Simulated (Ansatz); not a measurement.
# MgCd2S3: the cost of one run

Computed with Ansatz 0.2.0 (DFT PBE, scalar-relativistic, plane waves, PAW, unless a step names another level, unless a step's input says otherwise).

### 1 The structure to begin with

Symmetry: Cmc2_1, No. 36, orthorhombic system. Conventional cell: a = 12.425 Å, b = 7.172 Å, c = 6.731 Å, α = 90.00°, β = 90.00°, γ = 90.00°. Around Mg (site symmetry m) lie 4 S at 2.46 to 2.47 Å. Cd (site symmetry 1) is surrounded by 4 S at 2.56 to 2.57 Å. S (site symmetry 1) has 1 Mg at 2.46 Å and 3 Cd at 2.56 to 2.57 Å as nearest neighbours. Around S (site symmetry m) lie 2 Mg at 2.47 Å and 2 Cd at 2.57 Å.

As a file:

```cif
data_structure
_symmetry_space_group_name_H-M 'P 1'
_symmetry_Int_Tables_number 1
_cell_length_a 7.1733
_cell_length_b 7.1733
_cell_length_c 6.7307
_cell_angle_alpha 90.000
_cell_angle_beta 90.000
_cell_angle_gamma 59.989
_cell_volume 299.90
loop_
_atom_site_label
_atom_site_type_symbol
_atom_site_fract_x
_atom_site_fract_y
_atom_site_fract_z
_atom_site_occupancy
Mg1 Mg 0.16446 0.83554 0.50048 1
Mg2 Mg 0.83554 0.16446 0.00048 1
Cd1 Cd 0.50363 0.16604 0.50123 1
Cd2 Cd 0.49637 0.83396 0.00123 1
Cd3 Cd 0.83396 0.49637 0.50123 1
Cd4 Cd 0.16604 0.50363 0.00123 1
S1 S 0.50918 0.16715 0.11933 1
S2 S 0.49082 0.83285 0.61933 1
S3 S 0.15598 0.84402 0.13340 1
S4 S 0.84402 0.15598 0.63340 1
S5 S 0.83285 0.49082 0.11933 1
S6 S 0.16715 0.50918 0.61933 1
```

It came out lowest among 27 distinct ends of the trial cells. At a tolerance of 0.02 Å it has space group Cmc2_1 (No. 36).

### 2 Kick test: the unmoved cell on a coarse mesh

input.yaml

```yaml
crystal:
  lattice:
    - [0.0, 0.0, -6.7306753806]
    - [0.0, 7.1721541419, 0.0]
    - [6.2125928367, -3.5860770709, 0.0]
  atoms:
    - { symbol: Mg, position: [0.49952058, 0.835536963, 1.0] }
    - { symbol: Mg, position: [0.99952058, 0.164463037, 1.0] }
    - { symbol: Cd, position: [0.4987654656, 0.1660395718, 0.6696740796] }
    - { symbol: Cd, position: [0.9987654656, 0.8339604282, 0.3303259204] }
    - { symbol: Cd, position: [0.4987654656, 0.4963654922, 0.3303259204] }
    - { symbol: Cd, position: [0.9987654656, 0.5036345078, 0.6696740796] }
    - { symbol: S, position: [0.8806722738, 0.1671529829, 0.6763331409] }
    - { symbol: S, position: [0.3806722738, 0.8328470171, 0.3236668591] }
    - { symbol: S, position: [0.8666039414, 0.8440213325, 1.0] }
    - { symbol: S, position: [0.3666039414, 0.1559786675, 1.0] }
    - { symbol: S, position: [0.8806722738, 0.490819842, 0.3236668591] }
    - { symbol: S, position: [0.3806722738, 0.509180158, 0.6763331409] }
basis:
  ecutwfc: 420
kpoints:
  mp_grid: { grid: [2, 2, 2] }
hamiltonian:
  xc: pbe
scf:
  occupations: { method: gaussian, width: 0.1 }
  lower_state_search: "off"
output:
  forces: true
  stress: true
  eigenvalues: true
```

Launch:

```console
$ ansatz run input.yaml --threads 1 --pin off --max-ram 2560MiB --backend cpu --events-out ev --progress --plain --runs-dir out
```

**Question.** How long does this run take on 1 thread of AMD EPYC (Zen 3), shared host, and how much memory does it need?

About 8.5 s, with a peak of 0.56 GiB.
